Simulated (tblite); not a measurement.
# BrH9O3Si4: the cost of one run

Computed with tblite 0.8.0 and PySCF 2.14.0; each step states its level. No surroundings beyond the atoms listed, unless a continuum is named. Atoms count from 0, parts from 1.

### 1 The system as given

17 atoms, charge 0, multiplicity 1; geometry: distance geometry start.

### 2 Geometry optimisation with GFN2-xTB

Job settings and geometry (Å):

```
{"job": {"kind": "relax", "xc": "GFN2-xTB", "basis": "xTB"}, "charge": 0, "multiplicity": 1}
Si     2.796310    -0.174088    -0.446838
O      1.179979    -0.481601    -0.341115
Si    -0.258705     0.247587    -0.676208
O     -1.511103    -0.720035    -0.243898
Si    -2.038546    -2.274044    -0.469196
O     -0.352748     1.723102     0.109371
Si    -0.626144     2.278874     1.641511
Br    -0.390768     0.667558    -2.832102
H      3.135070     1.043462     0.349588
H      3.548153    -1.335007     0.098706
H      3.188711     0.039291    -1.872052
H     -2.168926    -2.533533    -1.920852
H     -3.345820    -2.452539     0.194976
H     -1.035528    -3.217953     0.105510
H      0.401730     1.691167     2.551332
H     -0.488246     3.725060     1.659844
H     -1.979550     1.895607     2.098093
```

Level: GFN2-xTB geometry optimisation, gas phase.

Run with:

```
> OMP_NUM_THREADS=1 python cluster_run.py task.json out
```

This one command runs all jobs of the session in turn.

Q: Estimate the wall time of this first job on 1 thread of Arm Neoverse V2, shared host.

About 5.8 s.
